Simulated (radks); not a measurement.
# Ionisation energy and size from K to Co

The task here is to estimate one member of a computed series from the others.

Program: radks (a radial shooting solver on a logarithmic mesh, Libxc functionals) version 1. Level of theory: scalar-relativistic Kohn-Sham, BLYP, spin-polarised, spherical densities, point nucleus; open shells are filled with parallel spins first. These are calculated values, not measurements, unless marked.

### The atom as given

| Quantity | Value |
| --- | --- |
| species | K, Ca, Sc, Ti, V, Cr, Mn, Fe, Co |
| runs | 18, each species and its next ion |

The first run:

Settings of this run:

```text
Z 19
configuration [Ar] 4s1
relativity scalar-relativistic
functional b88,lyp
spin polarised
nucleus point
c 137.035999084
```

On the command line:

```
$ python run_ks.py task.json out
```

All runs below come from this command, one after another.

Steps of the session up to this table: K, [Ar] 4s1; K⁺, [Ar]; Ca, [Ar] 4s2; Ca⁺, [Ar] 4s1; Sc, [Ar] 3d1 4s2; Sc⁺, [Ar] 3d1 4s1; Ti, [Ar] 3d2 4s2; Ti⁺, [Ar] 3d2 4s1; V, [Ar] 3d3 4s2; V⁺, [Ar] 3d4; Cr, [Ar] 3d5 4s1; Cr⁺, [Ar] 3d5; Mn, [Ar] 3d5 4s2; Mn⁺, [Ar] 3d5 4s1; Fe, [Ar] 3d6 4s2; Fe⁺, [Ar] 3d6 4s1; Co, [Ar] 3d7 4s2; Co⁺, [Ar] 3d8.

One table of the session follows, with a row left open; its other results are not shown here.

```
species  Δ-SCF (eV)  −ε(HOMO) (eV)  its <r> (bohr)
      K       4.457          2.414            4.86
     Ca       6.077          3.614            4.00
     Sc           ?              ?               ?
     Ti       6.824          4.095            3.59
      V       6.244          4.240            3.46
     Cr       7.253          3.481            3.33
     Mn       7.546          4.489            3.25
     Fe       8.053          4.845            3.09
     Co       7.862          5.157            2.96
```

**Question.** Estimate the row for Sc.

As computed: Δ-SCF (eV): 6.512; −ε(HOMO) (eV): 3.354; its <r> (bohr): 3.75. In the column «Δ-SCF (eV)» it lies between V (6.244) and Ti (6.824).

For Sc, Cr the highest level isn't the widest one, so −ε(HOMO) and <r> belong to different orbitals, and Δ-SCF follows the ion's typed configuration. Open shells are spherical and high-spin; term and fine-structure splittings are not resolved.
